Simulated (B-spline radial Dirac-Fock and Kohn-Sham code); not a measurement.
**Yb⁶⁸⁺: core levels and X-ray properties**

Wanted for ytterbium as Yb⁶⁸⁺: its X-ray form factor and Compton profile, the binding energy of each subshell and how cheaper methods do for the levels.

Method: a free atom or ion on a radial basis; each step names its model; computed with B-spline radial Dirac-Fock and Kohn-Sham code, version 2.

**1. The atom as given**

Yb⁶⁸⁺ in the configuration 1s2.

```
nuclear charge     : 70
electrons          : 2
mass number        : 174
nuclear rms radius : 5.3108 fm
```

Outer shells as boxes (Hund's rule, for the drawing alone; heavy ions are jj-coupled, and the calculation averages over the configuration):

```
1s [↑↓]
```

**2. X-ray scattering functions**

Model: Dirac-Fock average of configuration, finite nucleus; form factor of the spherical density, Waller-Hartree incoherent function, impulse-approximation Compton profiles.

Settings, as recorded:

```ini
task = scatter
Z = 70
charge = 68
configuration = 1s2
mass_number = 174
rms_radius = 5.3108  # fm
s = [0.0, 0.08, 0.09, 0.11, 0.13, 0.16, 0.19, 0.23, 0.28, 0.34, 0.4, 0.49, 0.58, 0.7, 0.84, 1.01, 1.22, 1.46, 1.76, 2.12, 2.54, 3.06, 3.67]  # 1/A
pz = [0, 0.1, 0.2, 0.3, 0.4, 0.5, 0.6, 0.8, 1.0, 1.2, 1.4, 1.6, 1.8, 2.0, 2.5, 3.0, 4.0, 5.0, 7.0, 10.0, 15.0, 20.0, 30.0, 40.0, 60.0, 100.0]  # a.u.
photon_energy = [1000, 5000, 17479.3, 20000, 50000, 200000, 500000, 1000000]  # eV
```

**3. Binding energies**

Model: Dirac-Fock average of configuration, Delta-SCF, finite nucleus, first-order Breit with its frequency dependence, self-energy and vacuum polarisation.

Recorded inputs:

```ini
task = binding
```

**4. The levels by Dirac LDA**

Model: Dirac-Kohn-Sham LDA (Slater exchange, VWN correlation), finite nucleus, spherical and without spin polarisation.

Recorded inputs:

```ini
task = binding-ladder
method = lda,vwn
relativity = dirac
```

**5. The levels by non-relativistic HF**

Model: non-relativistic Hartree-Fock, average of configuration, point nucleus.

Settings, as recorded:

```ini
task = binding-ladder
method = hf
relativity = nr
```

(Steps that only read results are left out.)

Q: Predict the outcome of this session. Wanted: rms radius of the electron cloud; Compton profile at zero; deepest level listed, K; least bound, K; Dirac LDA, K: eigenvalue / ΔSCF; non-relativistic HF, 1s: eigenvalue / ΔSCF.

The runs gave:

```
                                  quantity                 value
          rms radius of the electron cloud           0.0229 bohr
                   Compton profile at zero        0.02166 1/a.u.
              deepest level listed, K (1s)            70118.9 eV
                       least bound, K (1s)            70118.9 eV
     ionisation energy, NIST (theoretical)            70123.0 eV
           Dirac LDA, K: eigenvalue / ΔSCF  69801.1 / 70386.8 eV
non-relativistic HF, 1s: eigenvalue / ΔSCF  65481.9 / 65480.4 eV
```

The cloud is so compact that f stays above half of 2 out to s = 3.67 1/Å. Incoherent scattering outweighs coherent from 500 keV on, among the energies asked. The K (1s) level lies 1.95 eV under Koopmans' value by relaxation alone; Breit gives -133.66 and QED -101.75 eV. NIST's ionisation energy differs by +4.15 eV from the least binding energy; correlation is missing from the calculation. Dirac LDA misses the K level by -0.5 % with its eigenvalue and by +0.4 % with ΔSCF. Breit and QED terms, which only the reference holds, shift this level by tenths of a per cent, so the eigenvalue's nearness can be cancellation. Non-relativistic HF misses the 1s level by -6.6 % with its eigenvalue and by -6.6 % with ΔSCF, as relativity is missing. The Hartree-Fock and Dirac-Fock values hold no electron correlation.
